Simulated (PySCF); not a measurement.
# BiH6O3 (Bi(H2O)33+): the cost of one run

Program: PySCF 2.14.0. Level of theory: PBE0, Bi def2-SVP with ECP60, O def2-SVP, H def2-SVP; scalar-relativistic core potentials, no spin–orbit coupling. These are calculated values, not measurements.

1 further run of the same task is left out (for a known fault of the program).

### 1 The starting structure

10 atoms, charge 3, spin multiplicity 1.

Bond lengths: Bi1–O2 2.309 Å, Bi1–O5 2.309 Å, Bi1–O8 2.309 Å, O2–H3 0.989 Å, O2–H4 0.989 Å, O5–H6 0.989 Å, O5–H7 0.989 Å, O8–H9 0.989 Å, O8–H10 0.990 Å. Angles: O2–Bi1–O5 120.0°, O2–Bi1–O8 120.0°, O5–Bi1–O8 120.0°, Bi1–O2–H3 127.4°, Bi1–O2–H4 127.4°, H3–O2–H4 105.2°, Bi1–O5–H6 127.4°, Bi1–O5–H7 127.4°, H6–O5–H7 105.2°, Bi1–O8–H9 127.4°, Bi1–O8–H10 127.4°, H9–O8–H10 105.2°.

Geometry (Å):

```xyz
10

Bi    0.0000    0.0000    0.0000
O     2.3093    0.0000    0.0000
H     2.9106   -0.7408    0.2622
H     2.9106    0.7408   -0.2622
O    -1.1546    1.9999    0.0000
H    -0.8137    2.8910    0.2622
H    -2.0968    2.1503   -0.2622
O    -1.1546   -1.9999    0.0000
H    -2.0968   -2.1502    0.2622
H    -0.8138   -2.8910   -0.2622
```

Formal oxidation states: Bi +3. An earlier session relaxed this geometry at PBE0, Bi def2-SVP with ECP60, O def2-SVP, H def2-SVP (singlet, point group D3).

Its energy there is -442.191316 Eh.

### 2 One electron removed, multiplicity 2

run.py (the lines that set the calculation)

```python
mol = gto.M(atom='''
Bi     0.00000     0.00000     0.00000
O      2.30926    -0.00002     0.00000
H      2.91058    -0.74081     0.26221
H      2.91059     0.74076    -0.26221
O     -1.15461     1.99989     0.00000
H     -0.81373     2.89104     0.26221
H     -2.09681     2.15027    -0.26221
O     -1.15465    -1.99987     0.00000
H     -2.09685    -2.15023     0.26221
H     -0.81378    -2.89103    -0.26221''',
    basis={'Bi': 'def2-SVP', 'O': 'def2-SVP', 'H': 'def2-SVP'},
    ecp={'Bi': 'def2-SVP'},
    charge=4, spin=1)
mf = dft.UKS(mol, xc='PBE0')
mf.grids.atom_grid = (50, 194)
mf = mf.density_fit()  # fitting sets: Bi def2-universal-JKFIT, O def2-universal-JKFIT, H def2-universal-JKFIT
mf.conv_tol = 1e-08; mf.max_cycle = 55
mf.kernel(dm0)  # dm0: the density of the relaxed state
```

Command:

```console
> OMP_NUM_THREADS=2 python run.py
```

**Question.** How long does this run take on 2 threads of Intel Xeon Platinum 8488C (Sapphire Rapids), shared host?

About 7.1 s.
